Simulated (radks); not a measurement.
# Li⁻ held by a Watson sphere

An exercise on one series of results from a longer session: the logs are not shown, and one member is left open.

Program: radks (a radial shooting solver on a logarithmic mesh, Libxc functionals) version 1. Level of theory: scalar-relativistic Kohn-Sham, LB94 model potential, spin-polarised, spherical densities, point nucleus. These are calculated values, not measurements, unless marked.

## Starting point

```
element       : lithium (Z = 3)
charge        : -1
electrons     : 4
configuration : [He] 2s2
```

The outer shells:

Li⁻
```
[He] core
2s [↑↓]
```

LB94 adds a gradient term to the LDA potential that gives it a −1/r tail. It is a model potential with no energy functional, so Etot and Exc are not given.

The first run:

Input:

```text
Z 3
configuration [He] 2s2
relativity scalar-relativistic
functional lda,pw
model_potential LB94
spin polarised
nucleus point
c 137.035999084
watson charge 1 radius 1.6 bohr
response adiabatic LDA kernel
```

Steps of the session up to this table: R = 1.6 bohr; R = 1.88 bohr; R = 2.08 bohr; R = 2.12 bohr; R = 2.99 bohr; R = 3.32 bohr.

One table of the session follows, with a row left open; its other results are not shown here.

```
R (bohr)  highest level (eV)  its <r> (bohr)  sum of <r²> (bohr²)  α (bohr³)
     1.6              -7.398           3.104                23.82      79.65
    1.88              -7.212           3.195                25.11      85.94
    2.08              -7.064           3.268                26.17      91.62
    2.12              -7.033           3.283                26.39      92.87
    2.99                   ?               ?                    ?          ?
    3.32              -6.078           3.756                34.12      144.4
```

**Question.** Estimate the row for R (bohr) = 2.99.

Worked estimate for «highest level (eV)». A straight line through the neighbours (2.12, -7.033) and (3.32, -6.078) gives -7.033 + (-6.078 + 7.033) × (2.99 − 2.12) / (3.32 − 2.12) = -6.341; a parabola fitted to 3 rows on both sides gives -6.345.

The run gave: highest level (eV): -6.334; its <r> (bohr): 3.628; sum of <r²> (bohr²): 31.88; α (bohr³): 127.8. In «highest level (eV)» the line misses by -0.007 and the parabola by -0.011.

From R = 1.6 to 3.32 bohr the top level moves from -7.398 to -6.078 eV and its mean radius from 3.10 to 3.76 bohr. A wider sphere makes a shallower well, so the ion swells.
